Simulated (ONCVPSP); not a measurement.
**Nickel: generating and testing an ONCV potential**

Do these settings give a usable potential? It is generated, then checked for transferability, scattering, ghosts and hardness.

Method: ONCVPSP 4.0.1.1 (patched build), PBE, scalar-relativistic.

## (1) The atom and the settings

Typed settings, in words:

```json
{"element": "nickel (Ni, Z = 28)", "type": "optimised norm-conserving Vanderbilt (ONCV)", "frozen core": "[Ne]", "valence charge": "18", "reference configuration": "3s2 3p6 3d8 4s2", "partial waves": "3s+4s: rc 1.15 bohr, ncon 4, nbas 7, qcut 12.6 1/bohr, 2 projectors; 3p: rc 1.10 bohr, ncon 3, nbas 6, qcut 13.4 1/bohr, 1 projector; 3d: rc 1.40 bohr, ncon 3, nbas 7, qcut 8.8 1/bohr, 2 projectors, debl 3.9 Ha", "local potential": "polynomial inside 0.80 bohr (lpopt 5, dvloc0 0 Ha)", "core correction": "Teter function, fcfact 3.5, rcfact 1.3"}
```

The outer shells as boxes (Hund's rule for the drawing; the calculation is spin-unpolarised):

```
[Ne] core
3s [↑↓]
3p [↑↓][↑↓][↑↓]
3d [↑↓][↑↓][↑↓][↑ ][↑ ]
4s [↑↓]
```

## (2) The generation run

Ni.dat

```
# ATOM AND REFERENCE CONFIGURATION
# atsym  z   nc   nv     iexc    psfile
  Ni 28.00    3    4        4      upf
#
#   n    l    f
    1    0    2.00
    2    0    2.00
    2    1    6.00
    3    0    2.00
    3    1    6.00
    3    2    8.00
    4    0    2.00
#
# PSEUDOPOTENTIAL AND OPTIMIZATION
# lmax
    2
#
#   l,   rc,      ep,       ncon, nbas, qcut
    0    1.15    0.00    4    7   12.60
    1    1.10    0.00    3    6   13.40
    2    1.40    0.00    3    7    8.80
#
# LOCAL POTENTIAL
# lloc, lpopt,  rc(5),   dvloc0
    4    5    0.80    0.00
#
# VANDERBILT-KLEINMAN-BYLANDER PROJECTORs
# l, nproj, debl
    0    2    3.50
    1    1    3.30
    2    2    3.90
#
# MODEL CORE CHARGE
# icmod, fcfact, rcfact
    3    3.50    1.30
#
# LOG DERIVATIVE ANALYSIS
# epsh1, epsh2, depsh
   -6.00    5.00    0.04
#
# OUTPUT GRID
# rlmax, drl
    6.00    0.01
#
# TEST CONFIGURATIONS
# ncnf
    4
# nvcnf
#   n    l    f
    4
    3    0    2.00
    3    1    6.00
    3    2    8.00
    4    0    1.00
#
    4
    3    0    2.00
    3    1    6.00
    3    2    8.00
    4    0    0.00
#
    4
    3    0    2.00
    3    1    6.00
    3    2    7.00
    4    0    0.00
#
    4
    3    0    2.00
    3    1    6.00
    3    2    7.00
    4    0    2.00
#
```

Started as:

```console
$ oncvpsp.x < Ni.dat > Ni.out
```

What does the calculation give? Wanted: cutoffs for 1 and 0.1 mHa per electron, occupied waves; bound ghosts; GHOST(+) flags; largest test error; largest phase difference near zero energy, channels read; rms error of d²Exc/dn², without and with the model core.

As calculated:

| quantity | value |
| --- | --- |
| cutoffs for 1 and 0.1 mHa per electron, occupied waves | 49 Ha and 104 Ha |
| bound ghosts | none found |
| GHOST(+) flags | none at low energy |
| largest test error (AE − PS) | +78 meV, for 3s2 3p6 3d7 4s2 |
| largest phase difference near zero energy, channels read | 0.005 rad |
| rms error of d²Exc/dn², without and with the model core | 1.82 and 0.63 mHa |

**Reading.** The worst unpolarised test, 3s2 3p6 3d7 4s2, is off by 78 meV on 16.1 eV; by total energies transferability rates as fair. By its cutoff, 49 Ha for the looser tolerance, it is hard. At the looser tolerance the 3s wave is the slowest; 3p needs 41 Ha. No bound ghost shows below the valence levels. Near zero energy the phases of the channels with partial waves agree within 0.005 rad.
